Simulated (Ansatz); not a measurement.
# CH4F2Ge: the cost of one run

Program: Ansatz 0.2.0, driven from Python. Level of theory: PBE0+D4/def2-SVP. These are calculated values, not measurements.

## (1) The structure

Bond lengths: C1–Ge2 1.887 Å, Ge2–F3 1.724 Å, Ge2–F4 1.746 Å, C1–H5 1.162 Å, C1–H6 1.132 Å, C1–H7 1.121 Å, Ge2–H8 1.515 Å. Angles: C1–Ge2–F3 108.2°, C1–Ge2–F4 110.2°, C1–Ge2–H8 110.3°, F3–Ge2–F4 107.1°, F3–Ge2–H8 108.6°, F4–Ge2–H8 112.3°, Ge2–C1–H5 110.4°, Ge2–C1–H6 113.3°, Ge2–C1–H7 112.8°, H5–C1–H6 105.8°, H5–C1–H7 106.6°, H6–C1–H7 107.4°.

The script holds or builds the structure itself.

## (2) Script

run_scan.py

```python
import ansatz as az
import matplotlib.pyplot as plt
import numpy as np

BASIS = "def2-SVP"
FUNCTIONAL = "PBE0"
VDW = "d4"

geometry_ang = [
    ("C", [-0.2945, 0.915, -0.2039]),
    ("Ge", [0.2457, -0.8451, 0.2102]),
    ("F", [1.8918, -0.7965, 0.7217]),
    ("F", [0.1825, -1.8462, -1.2186]),
    ("H", [-1.3993, 0.9249, -0.5647]),
    ("H", [-0.2541, 1.6168, 0.684]),
    ("H", [0.3154, 1.3759, -1.0244]),
    ("H", [-0.5953, -1.4021, 1.3399]),
]
mol = az.Crystal.molecule()
for symbol, xyz in geometry_ang:
    mol = mol.atom(symbol, xyz)

symbols = [site.symbol for site in mol.cartesian_sites]
start = np.array([site.position_ang for site in mol.cartesian_sites])
axis = (start[2] - start[1]) / np.linalg.norm(start[2] - start[1])
moving = [2]
lengths, energies = [1.47, 1.59, 1.72, 1.9, 2.16, 2.59, 3.1, 3.79], []
for length in lengths:
    xyz = start.copy()
    xyz[moving] += (length - np.linalg.norm(start[2] - start[1])) * axis
    point = az.Crystal.molecule()
    for symbol, place in zip(symbols, xyz):
        point = point.atom(symbol, place.tolist())
    model = (
        point.calculation()
        .basis(gaussian=BASIS)
        .functional(FUNCTIONAL, dispersion=VDW)
    )
    data = model.run(threads=1).report
    energies.append(data["free_energy_ev"])
    print(f"r = {length:6.3f} A  E = {energies[-1]:.5f} eV  <S^2> = {abs(data['mean_field']['state']['spin_squared']):.3f}")

print("energy above the lowest point (eV):", [round(e - min(energies), 3) for e in energies])
plt.figure(figsize=(4.5, 3))
plt.plot(lengths, np.array(energies) - min(energies), "o-")
plt.xlabel("bond length (A)")
plt.ylabel("E - E(min) (eV)")
plt.tight_layout()
plt.savefig("scan.png", dpi=100)
```

## (3) The run

Command:

```sh
> python run_scan.py
```

**Question.** How long does this script take on 1 thread of Arm Neoverse V2, shared host, and how much memory does it need?

About 26 s, with a peak of 0.29 GiB.
